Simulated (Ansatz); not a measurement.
I need a relaxed scan of one distance of ClH3Sn, SMILES [Cl][SnH3]. Use Ansatz 0.2.0 through its Python package. Settings (for the species named): PBE, def2-SVP basis, multiplicity 1, D4 dispersion.

```csv
atom,x (Å),y (Å),z (Å)
Cl,-1.8914,0.3510,1.0556
Sn,0.0932,-0.0308,-0.0610
H,-0.0993,0.3681,-1.7719
H,0.5850,-1.7100,0.1050
H,1.3624,0.9482,0.6308
```

Script `run_relaxed_scan.py`:
```python
'''Relaxed scan of one distance in ClH3Sn.'''

import ansatz as az
import numpy as np

BASIS = 'def2-SVP'
FUNCTIONAL = 'pbe'
DISPERSION = 'd4'


def main() -> None:
    geometry_ang = [
        ('Cl', (-1.8914, 0.351, 1.0556)),
        ('Sn', (0.0932, -0.0308, -0.061)),
        ('H', (-0.0993, 0.3681, -1.7719)),
        ('H', (0.585, -1.71, 0.105)),
        ('H', (1.3624, 0.9482, 0.6308)),
    ]
    geometry = az.Crystal.molecule()
    for symbol, xyz in geometry_ang:
        geometry = geometry.atom(symbol, xyz)

    base = geometry.calculation().basis(gaussian=BASIS).functional(FUNCTIONAL, dispersion=DISPERSION)
    symbols = [site.symbol for site in geometry.cartesian_sites]
    pairs = [(0, 1), (1, 2), (1, 3), (1, 4)]
    print('held (A)   E (eV)        ', '  '.join(f'{symbols[i]}{i}-{symbols[j]}{j}' for i, j in pairs))
    for length in [1.63, 1.77, 1.91, 2.12, 2.39]:
        data = base.relax(constraints=[az.DistanceConstraint((1, 2), at=length)], force_tolerance=0.02, max_steps=60).run(threads=1, pin='off').report
        xyz = np.array(data['positions_ang'])
        print(f'{length:6.2f} {data["free_energy_ev"]:14.5f}  ', '  '.join(f'{np.linalg.norm(xyz[i] - xyz[j]):.3f}' for i, j in pairs))


if __name__ == '__main__':
    main()
```

```console
$ python run_relaxed_scan.py
held (A)   E (eV)         Cl0-Sn1  Sn1-H2  Sn1-H3  Sn1-H4
DeckWarning: relax.constraints: the input's atoms, or those drawn, lie off the distances that are held; a relaxation that starts there is brought onto them ahead of its first SCF, by positions alone, an atom by 6.87e-2 Å at the most. With the symmetry detection on, the symmetry is detected on the input's atoms as so [...]
  1.63   -18393.85010   2.379  1.630  1.723  1.723
  1.77   -18393.90127   2.377  1.770  1.724  1.724
  1.91   -18393.73943   2.375  1.910  1.725  1.725
  2.12   -18393.30858   2.373  2.120  1.726  1.726
  2.39   -18392.63721   2.370  2.390  1.728  1.728
```
(Warnings from the package without file and line, shortened, repeats left out.)

Caveats:
- The settings weren't tested for convergence.
- The energies are electronic: no zero-point or thermal terms, and the basis set is short of its limit.
- def2 sets replace the cores of elements past krypton by effective core potentials.
- Timing: 24 s on 1 thread of Intel(R) Xeon(R) 6975P-C (Granite Rapids), on a shared host, peak memory 0.19 GiB.
